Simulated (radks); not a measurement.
# Ce²⁺ in [Kr] 4d10 4f2 5s1.75 5p6 6p0.25: an all-electron calculation

Aim: the levels, the sizes of the orbitals and the parts of the energy of the cerium ion Ce2+.

Method: Dirac Kohn-Sham, Wu-Cohen GGA, spin-unpolarised, spherical densities, finite nucleus; open shells are shared between the two j in proportion to 2j + 1. Code: radks (a radial shooting solver on a logarithmic mesh, Libxc functionals) version 1.

**1. The atom as given**

| Item | Value |
| --- | --- |
| element | cerium (Z = 58) |
| charge | +2 |
| electrons | 56 |
| configuration | [Kr] 4d10 4f2 5s1.75 5p6 6p0.25 |
| nuclear rms radius | 4.8771 fm |

**2. The run**

The run's settings:

```text
Z 58
configuration [Kr] 4d10 4f2 5s1.75 5p6 6p0.25
relativity Dirac
functional wc,pbe
spin unpolarised
j_filling average
nucleus finite rms 4.8771 fm
c 137.035999084
```

Launch:

```
$ python run_ks.py task.json out
```

The same process makes all the runs of this session.

What does the calculation give?

As calculated:

| quantity | value |
| --- | --- |
| total energy | -8862.9424 hartree |
| exchange-correlation share of it | 2.36 % |
| −T/E | 1.0727 |
| highest occupied level | 6p3/2, -9.803 eV |
| most extended occupied level | 6p3/2, <r> = 4.64 bohr |
| radius at density 0.001 e/bohr³ | 3.81 bohr |
| maxima of the radial density | 4 |

What this shows: The radial density shows 4 maxima for 6 occupied principal shells; where shells overlap, one shows as a shoulder or not at all. Relativity lifts −T/E to 1.073. This is not the tabulated ground configuration, so its levels and sizes aren't those of the ground state, and no measured value stands beside it.
